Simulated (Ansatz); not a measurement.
WAu:

```
W Au
1.0
     0.00000    2.74798    2.74798
     2.74798    0.00000    2.74798
     2.74798    2.74798    0.00000
W Au
1 1
Direct
  0.00000 0.00000 0.00000
  0.75000 0.75000 0.75000
```

The cell was built by a generator and needn't be a form met in nature.

A run of Ansatz 0.2.0 on this cell left the log below. Logs are shortened: lines on timing, memory, paths and dates and some standing lists are left out, and cuts for length are marked.

```text
GPUs: using 1 of 1 available (devices: 1).
Engine: ansatz 0.2.0, x86_64-unknown-linux-gnu
Pseudopotentials: kind: paw
Pseudopotential: W, paw, valence charge 14, recommended cutoff 420 eV (normal), W.paw.azcp
Pseudopotential: Au, paw, valence charge 19, recommended cutoff 420 eV (normal), Au.paw.azcp
Functional definition: unnamed
  parameter a_1 = 0.25
  parameter omega_1 = 0.207/angstrom
  exchange = pbe_x(mu = 0.12345679012345678) + (-a_1)*hjs_pbesol_x_sr(omega_1) + a_1*exact_x_sr(omega_1)
  correlation = pbe_c(beta = 0.046)
device memory: the entry about to start is reckoned to put 0.6 GiB on a device that reports 54.2 GiB free (of which the cap on the GPU budget leaves the run 18.0 GiB)
GPU FFT provider: cuFFT
GPU libraries: cuBLAS 13.8.2, cuFFT 12.4.0, cuSOLVER 12.3.4
Crystal: 2 atoms, lattice volume = 41.502 Å³
Basis set: ecut = 420 eV, 869 PW (Γ), exchange–correlation on 54×54×54 points (8 copies of the dense FFT grid, shifted against one another)
Bands: 21, of which v1, the nominal top of the filled ones, is band 17 counted from 1 (16 counted from 0)
Symmetry: 24 space group operations
Space group: F-43m (ITA 216), of the structure as read, at distance tolerance 3.5e-5 Å
k-points: 8 of 64 (time reversal used)
Non-local potential: W, projectors of the file, l = 0: 3, l = 1: 2, l = 2: 2, l = 3: 1
Non-local potential: Au, projectors of the file, l = 0: 3, l = 1: 2, l = 2: 2, l = 3: 1
PAW form: soft (Blöchl's): semilocal exchange-correlation on the pseudo side does not see the compensation charge
PAW frozen core: W, regenerated for the run's functional, and the local potential with it (the file was generated under x = pbe(κ = 0.804, μ = 0.2195149727645171), c = pbe(β = 0.06672455060314922))
PAW frozen core: Au, regenerated for the run's functional, and the local potential with it (the file was generated under x = pbe(κ = 0.804, μ = 0.2195149727645171), c = pbe(β = 0.06672455060314922))
PAW one-centre angular grid: W, 590 points (default); XC on 64 Gauss nodes
PAW one-centre angular grid: Au, 590 points (default); XC on 64 Gauss nodes
Initial density: superposition of atomic densities (neutral atoms: chi_scale 0, normalization atom), corrected by the library's trained network
Initial wavefunctions: pseudopotential atomic-orbital guess
GPU buffer pool allocated for 19683 grid points (all kernels)
GPU transforms: local potential and band sums: pruned to the plane-wave sphere, on 25×25×25
[... 279 lines left out ...]
Frozen-core exchange: fock
Harris-Foulkes:  -23332.335567 eV  (|F-HF|=0.00e0)
Internal energy: -23332.285323 eV  (E = F + TS)
E sigma→0 (E₀):  -23332.310445 eV
Entropy (-TS):   -0.050245 eV (-25.122 meV/atom)
Fermi energy:    13.610088 eV
--- Per-component energies (eV) ---
  E_band       = -634.181773
  E_kinetic    = 1048.678945
  E_local      = -3598.343746  (includes V_loc(G=0)·N_el)
  E_nonlocal   = 79.546203
  E_hartree    = 1453.271985
  E_xc         = -390.040795
  E_vxc        = -404.004070  (∫ρ·V_xc dr)
  E_exx        = -109.841038  (= α·E_x^exact, valence–valence)
  E_paw        = -18059.770780  (= ΣΔE_a)
  E_vpaw       = -446.922210  (= ΣTr[D̂ρ^β])
  E_aug_tail   = 0.001300  (compensation charges beyond the density's cutoff)
  E_ewald      = -3751.331599
  E_core_change = -4.455798  (= ΣΔE_core)
  E_smearing   = -0.050245  (= −TS)
  E_closure    = -0.000000  (closes the sum)
  Σ components = -23332.335567   (vs F -23332.335567, Δ=-3.64e-12)
--- Forces (eV/Å), atoms counted from 1 ---
  atom   1  W     -0.00000000     0.00000000     0.00000000
  atom   2  Au     0.00000000    -0.00000000    -0.00000000
  max |Σ_I F_I| component: 6.48e-17 eV/Å
--- Stress (GPa, compression-positive) ---
       -0.033502      -0.000000      -0.000000
       -0.000000      -0.033502      -0.000000
       -0.000000      -0.000000      -0.033502
  P = ⅓ Tr σ = -0.0335 GPa (-0.335 kbar)
--- Band table (eV; the first three rows and the last of 8) ---
  k-point 0: bands = ["-98.1384", "-64.6484", "-48.1947", "-48.1947", "-48.1947", "-27.4641", "-27.4641", "-27.4641", "4.9186", "6.6713", "6.6713", "6.8509", "6.8509", "6.8509", "12.6002", "12.6002", "12.6002", "15.7810", "15.7810", "23.0523", "25.7123"]
  k-point 1: bands = ["-98.1384", "-64.6485", "-48.1955", "-48.1955", "-48.1933", "-27.4845", "-27.4637", "-27.4637", "5.8606", "6.5240", "6.5240", "6.8721", "7.0862", "7.0862", "11.7797", "12.9188", "12.9188", "15.5836", "15.5836", "20.1794", "23.3729"]
  k-point 2: bands = ["-98.1384", "-64.6487", "-48.1962", "-48.1962", "-48.1918", "-27.5061", "-27.4633", "-27.4633", "6.2617", "6.7505", "6.7505", "6.8993", "6.8993", "7.8218", "11.4117", "13.3082", "13.3082", "15.5031", "15.5031", "16.2624", "22.5836"]
  k-point 7: bands = ["-98.1385", "-64.6488", "-48.1984", "-48.1982", "-48.1881", "-27.5021", "-27.4790", "-27.4672", "6.1763", "6.2152", "6.6249", "7.2755", "7.3005", "8.9722", "11.8051", "12.4693", "14.9024", "15.8299", "16.0998", "16.2790", "16.8674"]
--- Relaxed structure (4 steps of the walk, 4 accepted, 1 SCFs on fresh bases) ---
  F+E_penalty+E_count = -23332.33556742 eV   max|allowed force component| = 9.946e-17 eV/Å   (the final SCF, on the basis selected at the relaxed cell)
  cell:  # Å, volume = 46.7920 Å³
    - [8.012595739860657e-34, 2.8600961452018208, 2.8600961452018208]
    - [2.8600961452018208, 4.113882177927286e-33, 2.8600961452018208]
    - [2.8600961452018208, 2.8600961452018208, 4.585204075334695e-33]
  atoms:
    - { symbol: W, position: [2.2193683358535417e-34, 7.125340446687686e-34, -6.8917227271241555e-34] }
    - { symbol: Au, position: [0.75, 0.75, 0.75] }
```

Question: What input gives this log?

Answer: Relaxation of cell and atoms with HSEsol, no spin polarisation. The files as run (others can give the same):

input
```
crystal:
  lattice:
    - [0.0, 2.74797926, 2.74797926]
    - [2.74797926, 0.0, 2.74797926]
    - [2.74797926, 2.74797926, 0.0]
  atoms:
    - { symbol: W, position: [0.0, 0.0, 0.0] }
    - { symbol: Au, position: [0.75, 0.75, 0.75] }
hamiltonian:
  xc:
    exchange: hjs_pbesol
    correlation: pbesol
    exx: { coeff: 0.25, omega: 0.207 }
  pseudopotentials: { kind: paw }
kpoints:
  mp_grid: { grid: [4, 4, 4] }
scf:
  occupations: { method: fermi_dirac, width: 0.05 }
output:
  forces: true
  stress: true
  eigenvalues: true
relax:
  f_tol: 0.01
  max_steps: 40
  cell: { stress_tol: 0.05 }
```

Caveat: the k mesh is coarse (spacing up to 0.50 Å⁻¹), so the values aren't converged, least of all with exact exchange; the plane-wave basis is chosen anew once the cell has moved, so the energies of steps on either side of that aren't comparable; the PAW data sets come from PBE, with cores solved anew for the run's functional, which leaves a small shift of forces and pressure.
